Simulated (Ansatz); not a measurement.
I need a geometry optimisation of CH₈AlClSi₂, SMILES C[SiH](Cl)[SiH2][AlH2]. Use Ansatz 0.2.0 through its Python package. Level of theory: PBE0, def2-SVP basis, multiplicity 1.

`ch8alclsi2.xyz`
```text
13

C    -1.37470   -0.98000    1.01720
Si    0.34500   -1.22240    0.49230
Cl    1.59010   -0.70210    2.05810
Si    0.88960    0.06250   -1.28470
Al    0.47050    2.30790   -0.73120
H    -2.09730   -1.18210    0.16310
H    -1.53720    0.13480    1.27610
H    -1.62190   -1.55320    1.87640
H     0.54370   -2.61850    0.18910
H     2.21930   -0.14960   -1.65280
H    -0.08270   -0.31740   -2.37190
H     1.69770    3.36180   -0.77850
H    -1.02160    2.82340   -0.23840
```

`ch8alclsi2.py`:
```python
# -*- coding: utf-8 -*-
"""Minimum-energy structure of CH8AlClSi2."""

import ansatz
import numpy as np


def main():
    molecule = ansatz.Crystal.molecule_from_extxyz("ch8alclsi2.xyz")

    calc = molecule.calculation().basis(gaussian="def2-SVP").functional("pbe0")
    symbols = [site.symbol for site in molecule.cartesian_sites]
    start = np.array([site.position_ang for site in molecule.cartesian_sites], dtype=float)
    def progress(event):
        if event["event"] == "relax_step":
            row = event["data"]
            print(f"step {row['step']:3d}  E = {row['lagrangian_ev']:.6f} eV  largest force component {row['allowed_force_max_ev_ang']:.4f} eV/A")


    data = calc.relax(force_tolerance=0.02).session().plan().execute(on_event=progress).report
    end = np.array(data["positions_ang"])

    print(f"E = {data['free_energy_ev']:.6f} eV = {data['free_energy_ev'] / 27.211386246:.7f} Ha")
    print("converged:", data["converged"], " doubts:", data["published_state_doubts"] or "none")

    print("final positions (A) and the move of each atom")
    for symbol, xyz, old in zip(symbols, end, start):
        print(f"{symbol:2s} {xyz[0]:10.5f} {xyz[1]:10.5f} {xyz[2]:10.5f}   {np.linalg.norm(xyz - old):7.4f}")
    with open("ch8alclsi2_opt.xyz", "w") as handle:
        handle.write(f"{len(symbols)}\nrelaxed CH8AlClSi2\n")
        handle.writelines(f"{s:2s} {x:11.6f} {y:11.6f} {z:11.6f}\n" for s, (x, y, z) in zip(symbols, end))


if __name__ == "__main__":
    main()
```

```console
$ python ch8alclsi2.py
step   1  E = -36015.955516 eV  largest force component 2.6555 eV/A
step   2  E = -36016.349129 eV  largest force component 0.7838 eV/A
step   3  E = -36016.384387 eV  largest force component 0.1704 eV/A
step   4  E = -36016.395370 eV  largest force component 0.0862 eV/A
step   5  E = -36016.399972 eV  largest force component 0.0537 eV/A
step   6  E = -36016.411380 eV  largest force component 0.3098 eV/A
step   7  E = -36016.425052 eV  largest force component 0.3134 eV/A
step   8  E = -36016.458831 eV  largest force component 0.1835 eV/A
step   9  E = -36016.507624 eV  largest force component 0.2393 eV/A
step  10  E = -36016.575794 eV  largest force component 0.2458 eV/A
step  11  E = -36016.637014 eV  largest force component 0.4550 eV/A
step  12  E = -36016.612618 eV  largest force component 0.7478 eV/A
step  13  E = -36016.664740 eV  largest force component 0.1293 eV/A
step  14  E = -36016.673742 eV  largest force component 0.1275 eV/A
step  15  E = -36016.677821 eV  largest force component 0.0595 eV/A
step  16  E = -36016.681980 eV  largest force component 0.0950 eV/A
step  17  E = -36016.686092 eV  largest force component 0.0864 eV/A
step  18  E = -36016.687467 eV  largest force component 0.1414 eV/A
step  19  E = -36016.689035 eV  largest force component 0.0838 eV/A
step  20  E = -36016.690133 eV  largest force component 0.0291 eV/A
step  21  E = -36016.690960 eV  largest force component 0.0277 eV/A
step  22  E = -36016.691685 eV  largest force component 0.0643 eV/A
step  23  E = -36016.692036 eV  largest force component 0.0711 eV/A
step  24  E = -36016.692369 eV  largest force component 0.0559 eV/A
step  25  E = -36016.692720 eV  largest force component 0.0399 eV/A
step  26  E = -36016.692801 eV  largest force component 0.0251 eV/A
step  27  E = -36016.692891 eV  largest force component 0.0207 eV/A
step  28  E = -36016.692912 eV  largest force component 0.0153 eV/A
E = -36016.692947 eV = -1323.5890528 Ha
converged: True  doubts: none
final positions (A) and the move of each atom
C    -1.53629   -1.33274    0.90230    0.4047
Si    0.22957   -0.95385    0.42105    0.3009
Cl    0.82565    0.70830    1.73277    1.6369
Si    0.63037    0.16353   -1.60171    0.4218
Al    0.99995    2.23738   -0.29753    0.6880
H    -1.88768   -2.20336    0.32425    1.0549
H    -2.19621   -0.48207    0.67440    1.0848
H    -1.61817   -1.57085    1.97349    0.0988
H     1.14726   -2.04446    0.86625    1.0735
H     1.78832   -0.50657   -2.27667    0.8381
H    -0.58343   -0.00772   -2.46473    0.5960
H     2.48892    2.77957   -0.15556    1.1632
H    -0.26774    3.17795   -0.08352    0.8473
```

`ch8alclsi2_opt.xyz`, as written:
```text
13
relaxed CH8AlClSi2
C    -1.536293   -1.332744    0.902301
Si    0.229565   -0.953847    0.421054
Cl    0.825652    0.708295    1.732771
Si    0.630372    0.163532   -1.601710
Al    0.999946    2.237380   -0.297526
H    -1.887681   -2.203364    0.324253
H    -2.196209   -0.482074    0.674400
H    -1.618174   -1.570846    1.973493
H     1.147256   -2.044456    0.866251
H     1.788324   -0.506571   -2.276665
H    -0.583433   -0.007724   -2.464735
H     2.488916    2.779568   -0.155564
H    -0.267743    3.177951   -0.083523
```

The settings weren't tested for convergence. The end point is the stationary point reached from this start; no frequency run checks that it is a minimum, and the basis set is modest. The bonding changed during the relaxation, so the end is another isomer than the start names. It ran for 3.6 min on 1 thread of Arm Neoverse V2, on a shared host, peak memory 0.39 GiB.

(A comment or docstring line of the script was reworded after the run, the code is as it ran; lines on the test bed's own set-up are left out of the output.)
